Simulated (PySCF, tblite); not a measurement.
# C₄H₁₁FSi₂: geometry, infrared bands and NMR shifts

Aim: predict the infrared bands and NMR shifts of C₄H₁₁FSi₂ (`F[C@H]1CC[SiH2]C[SiH2]1`).

The runs use tblite 0.8.0 and PySCF 2.14.0, with density-fitted response routines of our own; the level of theory stands in each step. All values are computed, except where a source is named. Atoms count from 0, in the outputs and in this text.

### 1 The molecule as given

18 atoms, charge 0, multiplicity 1; geometry from: force field or distance geometry start.

Bonds of the start (Å): F0–C1 1.36, C1–C2 1.54, C2–C3 1.53, C3–Si4 1.89, Si4–C5 1.86, C5–Si6 1.87, Si6–C1 1.89, C1–H7 1.10, C2–H8 1.10, C2–H9 1.10, C3–H10 1.09, C3–H11 1.11, Si4–H12 1.49, Si4–H13 1.48, C5–H14 1.09, C5–H15 1.10, Si6–H16 1.49, Si6–H17 1.48.

### 2 Relaxing the molecule with GFN2-xTB

What the job is given:

```
{"job": {"kind": "relax", "xc": "GFN2-xTB", "basis": "xTB"}, "charge": 0, "multiplicity": 1}
F     -0.771100     1.258500    -1.756000
C     -0.492700     1.487300    -0.448700
C     -1.457600     0.651600     0.409000
C     -1.370800    -0.850900     0.136100
Si     0.319200    -1.618100     0.500200
C      1.633300    -0.732900    -0.480200
Si     1.330300     1.084400    -0.183000
H     -0.648100     2.552700    -0.244600
H     -2.483800     0.969300     0.165000
H     -1.313800     0.860200     1.477000
H     -1.637800    -1.065500    -0.901100
H     -2.117400    -1.374800     0.766800
H      0.596600    -1.499200     1.955800
H      0.313100    -3.058000     0.137800
H      1.544000    -0.953700    -1.541600
H      2.638300    -1.024200    -0.141000
H      1.719100     1.434200     1.217000
H      2.190500     1.885400    -1.080100
```

Command:

```console
> OMP_NUM_THREADS=1 python probes_run.py task.json out
```

The driver reads the jobs from task.json and runs them one after another.

What it wrote:

```text
step      E/eV     max force
  0    -608.05307    1.593
  1    -608.14029    0.813
  2    -608.16391    0.272
  3    -608.17384    0.283
  4    -608.18436    0.215
  5    -608.19038    0.192
  6    -608.19416    0.157
  7    -608.19702    0.144
  8    -608.19974    0.149
  9    -608.20220    0.129
 10    -608.20415    0.079
 11    -608.20567    0.089
 12    -608.20710    0.089
 13    -608.20846    0.083
 14    -608.20955    0.070
 15    -608.21042    0.074
 16    -608.21122    0.084
 17    -608.21198    0.067
 18    -608.21257    0.055
 19    -608.21296    0.040
 20    -608.21325    0.038
 21    -608.21353    0.044
 22    -608.21387    0.050
 23    -608.21428    0.051
 24    -608.21478    0.060
 25    -608.21534    0.066
 26    -608.21588    0.059
 27    -608.21630    0.043
 28    -608.21659    0.035
 29    -608.21678    0.034
 30    -608.21692    0.033
 31    -608.21705    0.030
 32    -608.21718    0.033
 33    -608.21729    0.027
 34    -608.21738    0.026
 35    -608.21746    0.028
 36    -608.21758    0.031
 37    -608.21774    0.042
 38    -608.21791    0.036
 39    -608.21805    0.031
 40    -608.21817    0.033
 41    -608.21829    0.029
 42    -608.21844    0.035
 43    -608.21859    0.025
 44    -608.21870    0.024
 45    -608.21880    0.022
 46    -608.21892    0.027
 47    -608.21905    0.027
 48    -608.21915    0.021
 49    -608.21923    0.021
 50    -608.21929    0.021
 51    -608.21937    0.023
 52    -608.21945    0.020
 53    -608.21950    0.014
 54    -608.21954    0.013
 55    -608.21957    0.015
 56    -608.21961    0.016
 57    -608.21965    0.013
 58    -608.21968    0.013
 59    -608.21970    0.012
 60    -608.21972    0.011
 61    -608.21974    0.013
 62    -608.21977    0.013
 63    -608.21981    0.015
 64    -608.21984    0.013
 65    -608.21987    0.014
 66    -608.21990    0.012
 67    -608.21992    0.012
 68    -608.21994    0.010
```

It took 0.8 s on 1 thread of Arm Neoverse N1, shared host; peak memory 0.18 GiB.

The steps of the relaxation: (not every step is listed)

```
step  energy from step 0 (eV)  largest force (eV/Å)
   0                   0.0000                1.5930
   1                  -0.0872                0.8129
   2                  -0.1108                0.2722
   3                  -0.1208                0.2831
   4                  -0.1313                0.2147
   5                  -0.1373                0.1919
   6                  -0.1411                0.1572
   7                  -0.1439                0.1441
   8                  -0.1467                0.1495
  13                  -0.1554                0.0828
  18                  -0.1595                0.0546
  23                  -0.1612                0.0513
  28                  -0.1635                0.0347
  33                  -0.1642                0.0272
  38                  -0.1648                0.0355
  43                  -0.1655                0.0255
  48                  -0.1661                0.0206
  53                  -0.1664                0.0136
  58                  -0.1666                0.0128
  63                  -0.1667                0.0150
  64                  -0.1668                0.0134
  65                  -0.1668                0.0137
  66                  -0.1668                0.0123
  67                  -0.1668                0.0117
  68                  -0.1669                0.0103
```

Close pairs (by a distance rule), those that changed most:

```
   bond  before (Å)  after (Å)  change (Å)
  F0–C1       1.356      1.397      +0.041
 Si4–C5       1.863      1.903      +0.040
 C1–Si6       1.886      1.922      +0.037
 C5–Si6       1.866      1.894      +0.028
Si6–H16       1.494      1.469      -0.025
 C3–H11       1.109      1.091      -0.018
Si4–H12       1.487      1.471      -0.016
Si4–H13       1.485      1.469      -0.016
```

The end geometry stands in the next job.

### 3 Vibrational analysis with GFN2-xTB

What the job is given:

```
{"job": {"kind": "ir", "xc": "GFN2-xTB", "basis": "xTB"}, "charge": 0, "multiplicity": 1}
F     -0.815613     1.271866    -1.775351
C     -0.491463     1.477018    -0.432312
C     -1.422260     0.633540     0.433556
C     -1.368979    -0.861360     0.112169
Si     0.288364    -1.696963     0.525462
C      1.643379    -0.729180    -0.396778
Si     1.386868     1.137606    -0.204168
H     -0.711863     2.537402    -0.255452
H     -2.449034     0.987703     0.290100
H     -1.153974     0.809269     1.477843
H     -1.594454    -0.989617    -0.948253
H     -2.174628    -1.356403     0.657132
H      0.523614    -1.628327     1.975488
H      0.261930    -3.101985     0.097646
H      1.600959    -0.986053    -1.454771
H      2.632881    -1.016363    -0.048727
H      1.727660     1.599542     1.148125
H      2.107854     1.918623    -1.213364
```

What it wrote:

```text
mode    cm-1     km/mol
  1      73.0      2.54
  2     109.6      0.63
  3     189.6      2.39
  4     216.1      1.14
  5     234.2      1.99
  6     292.3      6.18
  7     338.5      7.30
  8     458.6     16.87
  9     468.0     75.92
 10     540.8     11.85
 11     565.1     12.92
 12     579.9     19.52
 13     618.4     64.73
 14     625.6     53.54
 15     663.2     53.55
 16     700.8     52.19
 17     710.9     32.16
 18     757.4     76.15
 19     763.2    342.13
 20     784.4    365.84
 21     811.7    150.44
 22     818.4    185.42
 23     903.7     57.19
 24     970.3     16.53
 25     997.9      1.04
 26    1007.3     11.26
 27    1114.0     15.35
 28    1118.0     79.68
 29    1146.9     12.46
 30    1167.1     28.64
 31    1262.6      0.47
 32    1288.0      5.06
 33    1310.8     11.43
 34    1346.8      2.30
 35    1447.8      1.18
 36    1479.9      2.25
 37    1488.6      1.58
 38    2197.6    188.27
 39    2216.8    265.34
 40    2221.7    593.17
 41    2250.1    314.07
 42    2896.4     55.78
 43    2932.1     58.40
 44    2967.3     20.04
 45    2975.9     61.99
 46    2986.1     17.45
 47    2987.2     38.39
 48    3006.3     31.44
```

Run time: 1.1 s. Hardware: 1 thread of Arm Neoverse N1, shared host; peak memory 0.18 GiB.

The strongest bands and the atoms that carry them (share of the mass-weighted mode):

```
cm⁻¹  km/mol                                 atoms
 763   342.1                    H16 40 %, H17 38 %
 784   365.8                    H13 33 %, H12 31 %
 812   150.4           C5 26 %, Si6 22 %, H13 10 %
 818   185.4  C5 23 %, Si4 23 %, C3 14 %, H11 10 %
2198   188.3                              H12 79 %
2217   265.3                    H13 82 %, H12 13 %
2222   593.2                              H16 85 %
2250   314.1                              H17 95 %
```

### 4 Shielding tensors: PBE0/pcSseg-1

Settings changed since step 3:

```diff
@@ -1,2 +1,2 @@
-{"job": {"kind": "ir", "xc": "GFN2-xTB", "basis": "xTB"}, "charge": 0, "multiplicity": 1}
+{"job": {"kind": "nmr", "xc": "PBE0", "basis": "pcSseg-1"}, "charge": 0, "multiplicity": 1}
 F     -0.815613     1.271866    -1.775351
```

With the program's defaults for keys left out, this is: GIAO PBE0/pcSseg-1 NMR shielding, non-relativistic, gas phase.

What it wrote:

```text
coarse grid: 15504 points
cycle   1  E = -837.1841706383  dE =  4.981e-01  |g| = 5.828e-01  |ddm| = 3.722e+00
cycle   2  E = -837.1373261775  dE =  4.684e-02  |g| = 7.776e-01  |ddm| = 1.057e+00
cycle   3  E = -837.2540588674  dE = -1.167e-01  |g| = 6.370e-02  |ddm| = 6.552e-01
cycle   4  E = -837.2545877893  dE = -5.289e-04  |g| = 3.187e-02  |ddm| = 6.235e-02
cycle   5  E = -837.2547905218  dE = -2.027e-04  |g| = 6.997e-03  |ddm| = 3.037e-02
cycle   6  E = -837.2548017061  dE = -1.118e-05  |g| = 1.183e-03  |ddm| = 8.714e-03
cycle   7  E = -837.2548020724  dE = -3.663e-07  |g| = 2.431e-04  |ddm| = 1.720e-03
final grid: 139384 points
cycle   8  E = -837.3032595970  dE = -3.669e-05  |g| = 8.212e-03  |ddm| = 2.449e-02
cycle   9  E = -837.3032466997  dE =  1.290e-05  |g| = 1.120e-02  |ddm| = 1.627e-02
cycle  10  E = -837.3032763505  dE = -2.965e-05  |g| = 8.145e-04  |ddm| = 9.335e-03
cycle  11  E = -837.3032764364  dE = -8.587e-08  |g| = 3.204e-04  |ddm| = 8.042e-04
cycle  12  E = -837.3032764521  dE = -1.567e-08  |g| = 5.246e-05  |ddm| = 2.609e-04
cycle  13  E = -837.3032764527  dE = -6.187e-10  |g| = 1.596e-05  |ddm| = 7.684e-05
converged SCF energy = -837.3032764527

GIAO shielding tensors (ppm)
atom      isotropic    diamagn.    paramagn.     s11        s22        s33       span
  0 F      427.459     476.335     -48.876    361.792    446.999    473.586    111.795
  1 C       98.363     246.800    -148.438     56.164     76.245    162.680    106.516
  2 C      154.151     248.315     -94.165    146.237    153.404    162.811     16.574
  3 C      180.863     251.855     -70.992    171.089    184.799    186.701     15.612
  4 Si     394.921     879.812    -484.891    374.231    384.418    426.113     51.882
  5 C      201.049     256.894     -55.845    192.776    199.538    210.832     18.056
  6 Si     396.755     879.804    -483.049    373.649    392.834    423.781     50.132
  7 H       26.691      29.625      -2.934     23.826     26.242     30.006      6.180
  8 H       28.904      29.770      -0.865     23.109     27.500     36.103     12.994
  9 H       30.139      31.426      -1.287     27.243     28.025     35.150      7.908
 10 H       30.335      31.528      -1.193     26.215     29.208     35.581      9.366
 11 H       31.051      30.042       1.009     25.494     28.578     39.081     13.586
 12 H       27.456      29.260      -1.803     24.269     25.402     32.698      8.429
 13 H       27.261      28.691      -1.430     23.563     24.892     33.329      9.766
 14 H       31.469      31.284       0.185     27.515     28.021     38.871     11.356
 15 H       31.890      29.410       2.481     26.542     27.896     41.234     14.692
 16 H       27.542      29.281      -1.739     24.868     25.056     32.703      7.835
 17 H       27.218      28.596      -1.377     23.607     24.782     33.266      9.658
```

It took 50 s on 1 thread of Arm Neoverse N1, shared host; peak memory 0.86 GiB.

The references, computed at this level on geometries of the same kind, shield at (ppm): ¹H TMS 31.72, ¹³C TMS 186.9, ²⁹Si TMS 349.2, ¹⁹F CFCl3 170.9. Their shielding less the atom's gives the shift. The references are single molecules in the gas phase, so shifts against H2O, NH3, PH3, H3PO4 or CFCl3 are not on the usual liquid scales and can be off by tens of ppm.

```
atoms                                                environment  σ (ppm)  δ (ppm)  δ scaled to CDCl3
   C1                                  sp3 CH bonded to F and Si     98.4     88.6               84.5
   C2                                          sp3 CH2 in a ring    154.2     32.8               30.1
   C3                                       sp3 CH2 bonded to Si    180.9      6.1                4.0
   C5                                     sp3 CH2 bonded to 2 Si    201.0    -14.1              -15.7
   H7                   hydrogen on an sp3 CH bonded to F and Si    26.69     5.03               4.84
  H17  hydrogen on a silicon bonded to 2 C, in a 6-membered ring    27.22     4.50                  –
  H13  hydrogen on a silicon bonded to 2 C, in a 6-membered ring    27.26     4.46                  –
  H12  hydrogen on a silicon bonded to 2 C, in a 6-membered ring    27.46     4.26                  –
  H16  hydrogen on a silicon bonded to 2 C, in a 6-membered ring    27.54     4.17                  –
   H8                           hydrogen on an sp3 CH2 in a ring    28.90     2.81               2.76
   H9                           hydrogen on an sp3 CH2 in a ring    30.14     1.58               1.59
  H10                        hydrogen on an sp3 CH2 bonded to Si    30.33     1.38               1.41
  H11                        hydrogen on an sp3 CH2 bonded to Si    31.05     0.67               0.73
  H14                      hydrogen on an sp3 CH2 bonded to 2 Si    31.47     0.25               0.34
  H15                      hydrogen on an sp3 CH2 bonded to 2 Si    31.89    -0.17              -0.06
   F0                                  fluorine on an sp3 carbon    427.5   -256.5                  –
  Si4           silicon bonded to 2 C, 2 H, in a 6-membered ring    394.9    -45.8                  –
  Si6           silicon bonded to 2 C, 2 H, in a 6-membered ring    396.8    -47.6                  –
```

The scaled column applies a straight-line fit of computed shieldings to shifts measured in CDCl3, and one for carbons that bear F (root-mean-square error 0.16 ppm for H, 1.9 ppm for C).

The run also stored atomic charges by several schemes (e):

```
atoms  Mulliken    IAO  Hirshfeld  ESP fit
   F0     -0.35  -0.34      -0.12    -0.24
   C1     -0.08  -0.09      -0.02     0.03
   C2     -0.25  -0.26      -0.08     0.01
   C3     -0.52  -0.55      -0.16    -0.23
  Si4      0.65   0.76       0.34     0.48
   C5     -0.85  -0.83      -0.25    -0.48
  Si6      0.64   0.74       0.33     0.43
```

Mayer bond orders: F0–C1 0.82, C1–C2 1.03, C2–C3 1.03, C3–Si4 0.92, Si4–C5 0.91, C5–Si6 0.93, Si6–C1 0.85.

Ring of atoms C1, C2, C3, Si4, C5, Si6: NICS(0) -0.9, NICS(1) -1.4, NICS(1)zz 4.5 ppm (means of both faces).

### 5 Outcome

| quantity | value |
| --- | --- |
| strongest single infrared mode (GFN2-xTB) | 2222 cm⁻¹, 593 km/mol |
| zero-point energy (GFN2-xTB) | 84.4 kcal/mol |
| ¹³C shifts against TMS (PBE0/pcSseg-1) | 88.6, 32.8, 6.1, -14.1 ppm |
| ¹H shifts against TMS (PBE0/pcSseg-1) | 5.03, 4.50, 4.46, 4.26, 4.17, 2.81, 1.58, 1.38, 0.67, 0.25, -0.17 ppm |
| ¹⁹F shifts against CFCl3 (PBE0/pcSseg-1) | -256.5 ppm |
| ²⁹Si shifts against TMS (PBE0/pcSseg-1) | -45.8, -47.6 ppm |

Over 68 steps the energy fell by 0.167 eV; of the close pairs, F0–C1 changed most, 1.356 to 1.397 Å. All 48 modes are real, so the xTB geometry is a minimum. The strongest single mode, at 2222 cm⁻¹, moves mainly H16. Unscaled tight-binding wavenumbers are off by several per cent, some by more. Its intensities can rank the bands wrongly. The most deshielded carbon is C1 (sp3 CH bonded to F and Si), at 88.6 ppm: pulled downfield by the heteroatom. The most deshielded hydrogen is H7 (hydrogen on an sp3 CH bonded to F and Si), at 5.03 ppm: its carbon carries F, hence the downfield position.
